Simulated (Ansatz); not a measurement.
# CH5AlClFO: the cost of one run

Program: Ansatz 0.2.0. Level of theory: UKS B3LYP/STO-3G. These are calculated values, not measurements.

## 1. The starting structure

Bond lengths: Al1–Cl2 2.603 Å, Al1–C3 1.967 Å, Al1–F4 1.651 Å, Al1–O6 2.181 Å, C3–H7 1.091 Å, C3–H8 1.091 Å, C3–H9 1.089 Å, O6–H10 0.957 Å. Angles: Cl2–Al1–C3 110.4°, Cl2–Al1–F4 106.2°, Cl2–Al1–O6 75.2°, C3–Al1–F4 134.8°, C3–Al1–O6 111.6°, F4–Al1–O6 102.6°, Al1–C3–H7 106.7°, Al1–C3–H8 112.9°, Al1–C3–H9 114.2°, H7–C3–H8 107.6°, H7–C3–H9 107.8°, H8–C3–H9 107.4°, Al1–O6–H10 122.0°.

Coordinates:

```xyz
10

Al   -0.0266   -0.5657    0.3984
Cl    0.2118    1.4282    2.0546
C     1.3041   -0.4225   -1.0430
F    -0.6686   -1.8129    1.2687
H    -1.1322    1.2912    0.9359
O    -1.7666    0.6910    0.0138
H     1.3279    0.6250   -1.3457
H     2.3100   -0.6946   -0.7201
H     1.0721   -1.0182   -1.9252
H    -2.6319    0.4785    0.3627
```

## 2. Run 1

150 steps of 0.5 fs at constant energy, with velocities drawn for 100 K.

input.yaml reads:

```yaml
crystal:
  periodic: [false, false, false]
  atoms:
    - { symbol: Al, position_ang: [-0.0266, -0.5657, 0.3984] }
    - { symbol: Cl, position_ang: [0.2118, 1.4282, 2.0546] }
    - { symbol: C, position_ang: [1.3041, -0.4225, -1.043] }
    - { symbol: F, position_ang: [-0.6686, -1.8129, 1.2687] }
    - { symbol: H, position_ang: [-1.1322, 1.2912, 0.9359] }
    - { symbol: O, position_ang: [-1.7666, 0.691, 0.0138] }
    - { symbol: H, position_ang: [1.3279, 0.625, -1.3457] }
    - { symbol: H, position_ang: [2.31, -0.6946, -0.7201] }
    - { symbol: H, position_ang: [1.0721, -1.0182, -1.9252] }
    - { symbol: H, position_ang: [-2.6319, 0.4785, 0.3627] }
magnetization:
  spin_polarized: true
basis:
  gaussian: { orbitals: STO-3G }
hamiltonian:
  xc: b3lyp
md:
  timestep: 0.5
  n_steps: 150
  ensemble: nve
  temperature: 100.0
  initial_velocities: maxwell_boltzmann
  seed: 573016
```

Run with:

```console
> ansatz run input.yaml --threads 1 --pin off --max-ram 2048MiB --backend cpu --events-out ev --progress --plain --runs-dir out
```

Q: Estimate wall time and peak memory on 1 thread of Intel Xeon Platinum 8488C (Sapphire Rapids), shared host.

About 6.9 min, with a peak of 0.16 GiB.
